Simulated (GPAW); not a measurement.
**HfB: single point with r2SCAN**

HfB:

```
Hf B
1.0
     0.00000    2.31000    2.31000
     2.31000    0.00000    2.31000
     2.31000    2.31000    0.00000
Hf B
1 1
Direct
  0.50000 0.50000 0.50000
  0.00000 0.00000 0.00000
```

```
Program             : GPAW 26.7.0
Task                : single point
Functional          : r2SCAN
Potentials or basis : GPAW PAW data sets (gpaw-data 1.2.1)
Cutoff              : 800 eV
Basis               : pw
k mesh              : 10 × 10 × 10
Occupations         : fermi-dirac, width 0.05 eV
Spin                : no spin polarisation
Maxiter             : 150
```

* Pressure: 31.4 GPa
* Band gap on the k mesh: none (metal or under the smearing width)

Levels at points of the mesh, in eV from the Fermi level:
| k point | band 5 | band 6 | band 7 | band 8 | band 9 | band 10 | band 11 | band 12 |
| --- | --- | --- | --- | --- | --- | --- | --- | --- |
| (0.00, 0.00, 0.00) | -10.11 | 2.47 | 2.47 | 2.47 | 4.23 | 4.23 | 4.23 | 4.38 |
| (0.50, 0.50, 0.00) | -7.23 | -1.11 | -1.03 | 2.48 | 2.48 | 6.42 | 8.33 | 8.33 |
| (0.50, 0.50, 0.50) | -5.18 | -4.54 | -1.44 | -1.44 | 6.93 | 6.93 | 8.11 | 8.93 |

Run time: 65 s on 1 thread of Arm Neoverse V2, on a shared host, peak memory 0.3 GiB.

Caveat: a pressure of tens of GPa on the cell as given is suspect, and the run, the potentials or the cell itself is likely at fault; the PAW data sets were made with another functional, which shifts forces and pressure a little. The run has no spin-orbit coupling, so splittings on Hf are missing.
